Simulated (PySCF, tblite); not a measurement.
**C7H13OP: geometry, infrared bands and NMR shifts**

Wanted: the infrared bands and NMR shifts of C7H13OP (`C=C[P@@H](=O)C1CCCC1`), by calculation.

Programs: tblite 0.8.0 and PySCF 2.14.0, with density-fitted response routines of our own. Each step states its level of theory. These are calculated values for one molecule in the gas phase, unless marked as measured. Atoms count from 0, in the outputs and in this text.

### 1 The starting structure

22 atoms, charge 0, multiplicity 1; geometry from: force field or distance geometry start.

Bonds of the start (Å): C0–C1 1.36, C1–P2 1.77, P2–O3 1.49, P2–C4 1.85, C4–C5 1.52, C5–C6 1.52, C6–C7 1.52, C7–C8 1.52, C8–C4 1.52, C0–H9 1.07, C0–H10 1.08, C1–H11 1.07, P2–H12 1.41, C4–H13 1.09, C5–H14 1.09, C5–H15 1.11, C6–H16 1.09, C6–H17 1.10, C7–H18 1.10, C7–H19 1.10, C8–H20 1.11, C8–H21 1.09.

### 2 Relaxing the molecule with GFN2-xTB

The job: settings as JSON, then the geometry in Å.

```
{"job": {"kind": "relax", "xc": "GFN2-xTB", "basis": "xTB"}, "charge": 0, "multiplicity": 1}
C      3.418100    -0.077100    -0.816800
C      2.133400    -0.056200    -1.250200
P      0.873300    -1.067400    -0.521300
O      1.286100    -2.289600     0.234200
C      0.137700     0.119500     0.690900
C     -1.001600    -0.508700     1.484800
C     -2.199400    -0.427700     0.552200
C     -1.932600     0.762600    -0.363000
C     -0.561500     1.297200     0.020900
H      4.164200     0.544100    -1.277800
H      3.710300    -0.722600     0.002400
H      1.865600     0.579200    -2.069700
H     -0.078000    -1.262700    -1.549900
H      0.949300     0.453900     1.342700
H     -0.791900    -1.527000     1.799200
H     -1.193300     0.087600     2.400800
H     -2.281800    -1.346000    -0.033500
H     -3.135000    -0.322300     1.115800
H     -2.711200     1.530900    -0.260700
H     -1.936200     0.428100    -1.405700
H     -0.691600     2.121300     0.748800
H     -0.034200     1.702400    -0.844900
```

Started as:

```console
OMP_NUM_THREADS=1 python probes_run.py task.json out
```

This one command runs all jobs of the session in turn.

**Question.** This job is followed by: GFN2-xTB harmonic vibrations, gas phase; GIAO PBE0/pcSseg-1 NMR shielding, non-relativistic, gas phase. What will the session give for the following? strongest single infrared mode (GFN2-xTB); zero-point energy (GFN2-xTB); 13C shifts against TMS (PBE0/pcSseg-1); 1H shifts against TMS (PBE0/pcSseg-1); 31P shifts against H3PO4 (PBE0/pcSseg-1); 17O shifts against H2O (PBE0/pcSseg-1).

**Answer**, as computed:

| quantity | value |
| --- | --- |
| strongest single infrared mode (GFN2-xTB) | 2258 cm⁻¹, 210 km/mol |
| zero-point energy (GFN2-xTB) | 115.9 kcal/mol |
| 13C shifts against TMS (PBE0/pcSseg-1) | 143.4, 138.6, 44.7, 29.8, 28.2, 25.9, 25.0 ppm |
| 1H shifts against TMS (PBE0/pcSseg-1) | 6.88, 6.88, 6.66, 6.44, 2.79, 2.04, 1.83, 1.82, 1.82, 1.80, 1.77, 1.58, 1.35 ppm |
| 31P shifts against H3PO4 (PBE0/pcSseg-1) | -6.8 ppm |
| 17O shifts against H2O (PBE0/pcSseg-1) | 67.2 ppm |

In words: Over 134 steps the energy fell by 0.269 eV; of the close pairs, C1–P2 changed most, 1.772 to 1.809 Å. All 60 modes are real, so the xTB geometry is a minimum. The strongest single mode, at 2258 cm⁻¹, moves mainly H12. Unscaled tight-binding wavenumbers are off by several per cent, some by more. Its intensities can rank the bands wrongly. C0 (terminal =CH2 carbon) lies farthest downfield among carbon, at 143.4 ppm; as expected for a trigonal carbon in a double bond. At PBE0/pcSseg-1: The widest tensor belongs to P2: span 299 ppm, with a paramagnetic part of -641 ppm.
